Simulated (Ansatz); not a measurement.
Crystal: BiS.

```xyz
2
Lattice="4.0029 0.0000 0.0000 0.0000 4.0029 0.0000 0.0000 0.0000 4.0029" Properties=species:S:1:pos:R:3 pbc="T T T"
Bi    2.0015    2.0015    2.0015
S     0.0000    0.0000    0.0000
```

The cell was built by a generator and needn't be a form met in nature.

```yaml
Program: Ansatz 0.2.0
Task: relaxation of cell and atoms
Functional: PBEsol
Dispersion: D3(BJ)
Potentials_or_basis: Ansatz PAW
Cutoff: "420 eV (not typed: the program's choice for these potentials)"
k_mesh: 7 × 7 × 7
Occupations: fermi-dirac, width 0.05 eV
Spin: no spin polarisation
```

At the start: volume 32.07 Å³/atom.

Q: How do energy, volume and symmetry change on relaxing?

A: It ends after 7 steps and the volume is 21.22 Å³/atom (-33.8 %); space group Pm-3m (No. 221, to 0.05 Å).

The path:
```
step  energy change (eV)  largest force (eV/Å)  volume (Å³)
   1              0.0000                0.0000        64.14
   2             -0.7974                0.0000        55.01
   3             -1.3305                0.0000        46.97
   4             -1.3977                0.0000        39.97
   5             -1.4403                0.0000        42.53
   6             -1.4404                0.0000        42.44
   7             -1.4387                0.0000        42.44
```

Final structure:
```
CELL_PARAMETERS angstrom
3.48820 0.00000 0.00000
0.00000 3.48820 0.00000
0.00000 0.00000 3.48820
ATOMIC_POSITIONS crystal
Bi 0.50000 0.50000 0.50000
S 0.00000 0.00000 0.00000
```

Caveat: the volume moved by over 15 % at a fixed basis, so the end points are rough; the plane-wave basis is chosen anew once the cell has moved, so the energies of steps on either side of that aren't comparable; pairwise dispersion overbinds metals, which lowers pressure and volume; the PAW data sets come from PBE, with cores solved anew for the run's functional, which leaves a small shift of forces and pressure.
